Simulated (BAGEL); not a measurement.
# AlH2SF3 (SMILES [F][Al-]([F])([F])[SH2+]) at HF/def2-SVP (density fitting with qzvpp-jkfit)

What is the energy change on altering one bond length of AlH2SF3 at HF/def2-SVP (density fitting with qzvpp-jkfit)? 

The results are computed with BAGEL 1.2.2.

### Step 1. Starting point

The species is AlH2SF3 (7 atoms), meant as a singlet with charge 0. As SMILES, `[F][Al-]([F])([F])[SH2+]`. The coordinates come from a PBE0-D4/def2-TZVP relaxation.

Bond lengths: F1–Al2 1.651 Å, Al2–F3 1.648 Å, Al2–F4 1.648 Å, Al2–S5 2.458 Å, S5–H6 1.346 Å, S5–H7 1.346 Å. Angles: F1–Al2–F3 117.2°, F1–Al2–F4 117.2°, F1–Al2–S5 99.1°, F3–Al2–F4 118.9°, F3–Al2–S5 98.5°, F4–Al2–S5 98.5°, Al2–S5–H6 94.7°, Al2–S5–H7 94.6°, H6–S5–H7 92.8°.

### Step 2. A single-point energy at HF/def2-SVP (density fitting with qzvpp-jkfit)

The input, job.json:

```json
{ "bagel" : [

{
  "title" : "molecule",
  "basis" : "svp",
  "df_basis" : "qzvpp-jkfit",
  "angstrom" : true,
  "geometry" : [
    { "atom" : "F", "xyz" : [      -0.582800,      -0.881200,       1.509400 ] },
    { "atom" : "Al", "xyz" : [       0.280700,      -0.968400,       0.104600 ] },
    { "atom" : "F", "xyz" : [      -0.412500,      -1.770100,      -1.157900 ] },
    { "atom" : "F", "xyz" : [       1.924100,      -0.949000,       0.228600 ] },
    { "atom" : "S", "xyz" : [      -0.052000,       1.330700,      -0.699800 ] },
    { "atom" : "H", "xyz" : [       0.220900,       1.903000,       0.487200 ] },
    { "atom" : "H", "xyz" : [      -1.378300,       1.335100,      -0.472000 ] }
  ]
},

{ "title" : "hf" },

{ "title" : "print", "file" : "orbitals.molden", "orbitals" : true }

]}
```

Command:

```sh
$ BAGEL_NUM_THREADS=1 BAGEL job.json > job.out
```

Output:

```text
* using 1 threads per process

  ===============================================================
  ===============================================================

  *** Geometry ***

  { "atom" : "F", "xyz" : [     -1.101332,     -1.665227,      2.852353 ] },
  { "atom" : "Al", "xyz" : [      0.530446,     -1.830011,      0.197665 ] },
  { "atom" : "F", "xyz" : [     -0.779512,     -3.345004,     -2.188114 ] },
  { "atom" : "F", "xyz" : [      3.636022,     -1.793350,      0.431991 ] },
  { "atom" : "S", "xyz" : [     -0.098266,      2.514659,     -1.322430 ] },
  { "atom" : "H", "xyz" : [      0.417441,      3.596149,      0.920675 ] },
  { "atom" : "H", "xyz" : [     -2.604610,      2.522973,     -0.891951 ] },

  Number of auxiliary basis functions:      523

  Since a DF basis is specified, we compute 2- and 3-index integrals:
    o Being stored without compression. Storage requirement is 0.032 GB

  Number of basis functions:       88
  Number of electrons      :       58

    * METHOD: MOLECULE                             0.21

  *** RHF ***

  === Nuclear Repulsion ===
   301.1583179017

      * DIIS with orbital gradients will be used.

  === RHF iteration (svp) ===
      0       -938.37311930          0.02328337           0.08
      1       -938.60494882          0.01501653           0.08
      2       -938.73391924          0.00107412           0.08
      3       -938.73521989          0.00021890           0.08
      4       -938.73527398          0.00005505           0.08
      5       -938.73527843          0.00001020           0.08
      6       -938.73527856          0.00000441           0.08
      7       -938.73527857          0.00000112           0.08
      8       -938.73527857          0.00000040           0.08
      9       -938.73527857          0.00000011           0.08
     10       -938.73527857          0.00000002           0.08
     11       -938.73527857          0.00000001           0.08
    * SCF iteration converged.

    * Permanent dipole moment:
           (    0.578798,    -1.893316,     0.154422) a.u.

    * METHOD: HF                                   1.09

    * METHOD: PRINT                                0.01

  ===============================================================
```

Wall time 1.4 s (1 thread of Arm Neoverse V2, shared host); peak memory 0.14 GiB.

### Step 3. The distorted shape

The input, job.json:

```json
{ "bagel": [

{
  "title": "molecule",
  "basis": "svp",
  "df_basis": "qzvpp-jkfit",
  "angstrom": true,
  "geometry": [
    { "atom": "F", "xyz": [      -1.014546,      -0.837600,       2.211793 ] },
    { "atom": "Al", "xyz": [       0.280700,      -0.968400,       0.104600 ] },
    { "atom": "F", "xyz": [      -0.412500,      -1.770100,      -1.157900 ] },
    { "atom": "F", "xyz": [       1.924100,      -0.949000,       0.228600 ] },
    { "atom": "S", "xyz": [      -0.052000,       1.330700,      -0.699800 ] },
    { "atom": "H", "xyz": [       0.220900,       1.903000,       0.487200 ] },
    { "atom": "H", "xyz": [      -1.378300,       1.335100,      -0.472000 ] }
  ]
},

{ "title": "hf" },

{ "title": "print", "file": "orbitals.molden", "orbitals": true }

]}
```

Command:

```sh
$ BAGEL_NUM_THREADS=1 BAGEL job.json > job.out
```

Output:

```text
* using 1 threads per process

  ===============================================================
  ===============================================================

  *** Geometry ***

  { "atom" : "F", "xyz" : [     -1.917214,     -1.582835,      4.179683 ] },
  { "atom" : "Al", "xyz" : [      0.530446,     -1.830011,      0.197665 ] },
  { "atom" : "F", "xyz" : [     -0.779512,     -3.345004,     -2.188114 ] },
  { "atom" : "F", "xyz" : [      3.636022,     -1.793350,      0.431991 ] },
  { "atom" : "S", "xyz" : [     -0.098266,      2.514659,     -1.322430 ] },
  { "atom" : "H", "xyz" : [      0.417441,      3.596149,      0.920675 ] },
  { "atom" : "H", "xyz" : [     -2.604610,      2.522973,     -0.891951 ] },

  Number of auxiliary basis functions:      523

  Since a DF basis is specified, we compute 2- and 3-index integrals:
    o Being stored without compression. Storage requirement is 0.032 GB

  Number of basis functions:       88
  Number of electrons      :       58

    * METHOD: MOLECULE                             0.21

  *** RHF ***

  === Nuclear Repulsion ===
   278.2936159399

      * DIIS with orbital gradients will be used.

  === RHF iteration (svp) ===
      0       -938.16411362          0.02430010           0.08
      1       -938.40104882          0.01775668           0.08
      2       -938.59974891          0.00157039           0.08
      3       -938.60213460          0.00073893           0.08
      4       -938.60263950          0.00019126           0.08
      5       -938.60269342          0.00005733           0.08
      6       -938.60270061          0.00002093           0.08
      7       -938.60270176          0.00000453           0.08
      8       -938.60270180          0.00000124           0.08
      9       -938.60270181          0.00000040           0.08
     10       -938.60270181          0.00000014           0.08
     11       -938.60270181          0.00000004           0.08
     12       -938.60270181          0.00000002           0.08
     13       -938.60270181          0.00000001           0.08
    * SCF iteration converged.

    * Permanent dipole moment:
           (   -0.144848,    -2.029675,     1.456242) a.u.

    * METHOD: HF                                   1.24

    * METHOD: PRINT                                0.01

  ===============================================================
```

Run time: 1.6 s. Hardware: 1 thread of Arm Neoverse V2, shared host; peak memory 0.14 GiB.

### Step 4. Outcome

Level: HF/def2-SVP (density fitting with qzvpp-jkfit).

```
                                                          quantity          value
                                         first shape: total energy  -938.73528 Eh
                                        first shape: dipole moment         5.05 D
                                          first shape: HOMO energy      -13.42 eV
                                          first shape: LUMO energy        2.77 eV
                                        first shape: HOMO–LUMO gap       16.19 eV
                                     distorted shape: total energy  -938.60270 Eh
                                    distorted shape: dipole moment         6.36 D
                                      distorted shape: HOMO energy      -12.42 eV
                                      distorted shape: LUMO energy        1.67 eV
                                    distorted shape: HOMO–LUMO gap       14.09 eV
energy change with the F1–Al2 bond stretched from 1.651 to 2.477 Å       3.608 eV
```

**Reading.** With the F1–Al2 bond stretched from 1.651 to 2.477 Å the energy rises by 3.61 eV (348 kJ/mol). The first shape isn't relaxed at this level, so the change isn't measured from a minimum.
